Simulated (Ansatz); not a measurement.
# CH5AlBN: rigid scan of one bond length from a Python script

Program: the Python package of Ansatz 0.2.0. Level of theory: B3LYP+D3(BJ)/def2-SVP. These are calculated values, not measurements.

### Step 1. The system

Bond lengths: B1–Al2 2.009 Å, Al2–C3 1.884 Å, Al2–N4 1.931 Å, C3–N4 1.425 Å, B1–H5 1.199 Å, B1–H6 1.249 Å, C3–H7 1.084 Å, C3–H8 1.184 Å, N4–H9 1.041 Å. Angles (14 of 15 angles, heavy atoms first): B1–Al2–C3 158.6°, B1–Al2–N4 157.4°, C3–Al2–N4 43.8°, Al2–C3–N4 69.9°, Al2–N4–C3 66.3°, Al2–B1–H5 123.8°, Al2–B1–H6 120.9°, Al2–C3–H7 120.2°, Al2–C3–H8 116.8°, N4–C3–H7 116.2°, N4–C3–H8 109.2°, Al2–N4–H9 108.4°, C3–N4–H9 117.3°, H5–B1–H6 115.3°.

No structure file is read: the coordinates are typed or built in the script.

### Step 2. The script

ch5albn.py reads:

```python
import warnings

import ansatz as az
import numpy as np

GEOMETRY = """
B    -0.86040    1.66760   -1.29460
Al   -0.24430    0.15620   -0.12320
C     0.69750   -1.39190    0.39270
N    -0.03660   -0.87290    1.49800
H    -0.51720    1.81130   -2.43390
H    -1.68050    2.51080   -0.87470
H     0.38880   -2.36500    0.02740
H     1.85630   -1.26700    0.60210
H     0.48500   -0.29550    2.18920
"""

warnings.simplefilter("ignore", az.DeckWarning)

system = az.Crystal.molecule()
for line in GEOMETRY.strip().splitlines():
    symbol, *xyz = line.split()
    system = system.atom(symbol, [float(v) for v in xyz])

symbols = [site.symbol for site in system.cartesian_sites]
start = np.array([site.position_ang for site in system.cartesian_sites])
axis = (start[0] - start[1]) / np.linalg.norm(start[0] - start[1])
moving = [0, 4, 5]
lengths, energies = [1.768, 1.848, 1.929, 2.009, 2.089, 2.17, 2.25, 2.371], []
for length in lengths:
    xyz = start.copy()
    xyz[moving] += (length - np.linalg.norm(start[0] - start[1])) * axis
    point = az.Crystal.molecule()
    for symbol, place in zip(symbols, xyz):
        point = point.atom(symbol, place.tolist())
    calculation = (
        point.calculation()
        .basis(gaussian="def2-SVP")
        .functional("B3LYP", dispersion="d3bj")
    )
    r = calculation.run().report
    energies.append(r["free_energy_ev"])
    print(f"r = {length:6.3f} A  E = {energies[-1]:.5f} eV  <S^2> = {abs(r['mean_field']['state']['spin_squared']):.3f}")

fit = np.polynomial.Polynomial.fit(lengths, np.array(energies) - min(energies), 4).convert()
roots = [r.real for r in fit.deriv().roots() if abs(r.imag) < 1e-9 and fit.deriv(2)(r.real) > 0]
r_e = min(roots, key=lambda r: abs(r - lengths[int(np.argmin(energies))]))
print(f"minimum of the fit at {r_e:.4f} A, force constant {fit.deriv(2)(r_e):.2f} eV/A^2")
```

### Step 3. The calls as engine input

The package turns the script's settings into the engine's input (first run):

```yaml
crystal:
  periodic: [false, false, false]
  atoms:
    - { symbol: B, position_ang: [-0.7864921218582526, 1.4862911750958656, -1.1540778632442086] }
    - { symbol: Al, position_ang: [-0.2443, 0.1562, -0.1232] }
    - { symbol: C, position_ang: [0.6975, -1.3919, 0.3927] }
    - { symbol: "N", position_ang: [-0.0366, -0.8729, 1.498] }
    - { symbol: H, position_ang: [-0.4432921218582525, 1.6299911750958656, -2.2933778632442086] }
    - { symbol: H, position_ang: [-1.6065921218582526, 2.329491175095866, -0.7341778632442088] }
    - { symbol: H, position_ang: [0.3888, -2.365, 0.0274] }
    - { symbol: H, position_ang: [1.8563, -1.267, 0.6021] }
    - { symbol: H, position_ang: [0.485, -0.2955, 2.1892] }
basis:
  gaussian:
    orbitals: def2-SVP
hamiltonian:
  xc: b3lyp
  dispersion: d3bj
```

### Step 4. Launch

Command:

```sh
> python ch5albn.py
```

What time and memory should one allow on 1 thread of Arm Neoverse V1, shared host?

About 18 s, with a peak of 0.23 GiB.
